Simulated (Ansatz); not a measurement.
# Two structures of Ag: comparison of enthalpies under pressure in Python

One table from this session's results is given with a row withheld; the runs are named, their logs left out.

Program: Ansatz 0.2.0, driven from Python. Level of theory: DFT PBEsol, plane waves, PAW. These are calculated values, not measurements.

## Starting point

Ag P6_3/mmc: The structure is hexagonal, space group P6_3/mmc (No. 194). Conventional cell: a = 2.930 Å, b = 2.930 Å, c = 4.790 Å, α = 90.00°, β = 90.00°, γ = 120.00°. Ag (site symmetry -6m2) has 12 Ag at 2.93 Å as nearest neighbours.

Ag Im-3m: Symmetry: Im-3m, No. 229, cubic system. Conventional cell: a = 3.311 Å, b = 3.311 Å, c = 3.311 Å, α = 90.00°, β = 90.00°, γ = 90.00°. Around Ag (site symmetry m-3m) lie 8 Ag at 2.87 Å.

No structure file is read: the coordinates are typed or built in the script.

The first run:

Contents of run_transition.py:

```python
"""Pressure at which two phases of Ag cross."""

import ansatz as az
import numpy as np
import pandas as pd

PHASES = {
    "P6_3/mmc": (
        [(2.93, 0.0, 0.0), (-1.465, 2.537454, 0.0), (0.0, 0.0, 4.79)],
        [
            ("Ag", (1 / 3, 2 / 3, 0.25)),
            ("Ag", (2 / 3, 1 / 3, 0.75)),
        ],
    ),
    "Im-3m": (
        [(-1.655654, 1.655654, 1.655654), (1.655654, -1.655654, 1.655654), (1.655654, 1.655654, -1.655654)],
        [
            ("Ag", (0.0, 0.0, 0.0)),
        ],
    ),
}


def build(vectors, sites):
    crystal = az.Crystal(lattice=az.Lattice.of(vectors))
    for symbol, position in sites:
        crystal = crystal.atom(symbol, position)
    return crystal


def compute(name, crystal, pressure=0.0):
    calc = (
        crystal.calculation()
        .functional(az.Functional.PBESOL)
        .basis(470)
        .kpoints(spacing=0.3)
        .occupations("fermi_dirac", width=0.1)
    )
    calc = calc.relax(force_tolerance=0.02, cell=True, pressure=pressure)
    return calc.run()


def volume_per_atom(outcome):
    return abs(np.linalg.det(outcome.lattice.cell_ang)) / len(outcome.lattice.sites)


def main() -> None:
    phases = {name: build(*cell) for name, cell in PHASES.items()}

    # enthalpy per atom at each pressure
    pressures = [0, 20, 40, 60]
    enthalpy, volume = {name: [] for name in phases}, {name: [] for name in phases}
    for p in pressures:
        for name, crystal in phases.items():
            o = compute(name, crystal, pressure=p)
            volume[name].append(volume_per_atom(o))
            enthalpy[name].append(o.report["energy_sigma0_ev"] / len(o.lattice.sites) + p * volume[name][-1] / 160.21766)
    gap = np.array(enthalpy["Im-3m"]) - np.array(enthalpy["P6_3/mmc"])
    rows = [(p, va, vb, 1000 * d) for p, va, vb, d in zip(pressures, volume["P6_3/mmc"], volume["Im-3m"], gap)]
    print(pd.DataFrame(rows, columns=["P (GPa)", "V P6_3/mmc (A^3/atom)", "V Im-3m (A^3/atom)", "H(Im-3m) - H(P6_3/mmc) (meV/atom)"]).round(4).to_string(index=False))
    crossings = [p0 - g0 * (p1 - p0) / (g1 - g0) for p0, p1, g0, g1 in zip(pressures, pressures[1:], gap, gap[1:]) if g0 * g1 < 0]
    print("crossing near", [round(float(p), 1) for p in crossings], "GPa") if crossings else print("no crossing in this range")


if __name__ == "__main__":
    main()
```

Launch:

```console
python run_transition.py
```

Among the steps run: Running it.

One of the session's tables, all rows but one given; the rest of the session is left out.

Enthalpy H = E + pV of the second structure less the first:

| pressure (GPa) | ΔH (meV/atom) |
| --- | --- |
| 0 | 44.5 |
| 20 | 59.5 |
| 40 | ? |
| 60 | 75.8 |

**Question.** Estimate the row for pressure (GPa) = 40.

Worked estimate for «ΔH (meV/atom)». A straight line through the neighbours (20, 59.5) and (60, 75.8) gives 59.5 + (75.8 − 59.5) × (40 − 20) / (60 − 20) = 67.7; a parabola fitted to 3 rows on both sides gives 69.9.

As computed: ΔH (meV/atom): 69.0. In «ΔH (meV/atom)» the line misses by -1.3 and the parabola by +0.9.

To keep in mind: What to keep in mind:
- At a fixed pressure a relaxation lowers the enthalpy F + PV, while F alone can rise.
- For the metals among these cells the mesh is coarse, so their volumes and pressures are rough.
- Only these two structures are compared, at zero temperature and with their symmetry kept; either may be hypothetical, and another phase may be lower than both.
